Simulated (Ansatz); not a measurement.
# TiO (septet): wave-function methods side by side, def2-TZVPP

The task here is to estimate one member of a computed series from the others.

The runs use Ansatz 0.2.0, Gaussian basis; def2-TZVPP, core rule «outside noble gas», up to 10 orbitals frozen.

The runs, in order: UHF; ROHF; CCSD(T) on UHF.

## The system

The geometry is a PBE0/def2-TZVP stationary point (not a proven minimum) of the parent state, kept for this charge and spin.

2 atoms, charge 0, spin multiplicity 7.

Atoms are counted from 1 here; the program's logs count them from 0.

Bond lengths: Ti1–O2 1.899 Å.

The first run:

Input file in.yaml:

```yaml
crystal:
  periodic: [false, false, false]
  atoms:
    - {symbol: Ti, position_ang: [0.000000, 0.000000, 0.000000]}
    - {symbol: O, position_ang: [0.000000, 0.000000, 1.899400]}
basis:
  gaussian: {orbitals: def2-TZVPP}
magnetization: {spin_polarized: true, initial_magnetization: 6}
hamiltonian: {xc: hf}
output: {orbitals: {seedname: orbitals}}
```

Started as:

```
> ansatz run in.yaml --threads 1 --pin off --events-out ev --progress --plain --max-ram 3968MiB --backend cpu
```

Among the steps run: UHF; ROHF; CCSD(T) on UHF.

One of the session's tables, all rows but one given; the rest of the session is left out.

It belongs to the step «Misses and costs». 

```
  method  from UCCSD(T) (meV)
    ROHF              +6062.5
     UHF              +5797.2
    UMP2               +847.0
   UCCSD                    ?
UCCSD(T)                    0
```

Q: Estimate the row for UCCSD from the others.

The run gave: from UCCSD(T) (meV): +136.8. In the column «from UCCSD(T) (meV)» it lies between UCCSD(T) (0) and UMP2 (+847.0).
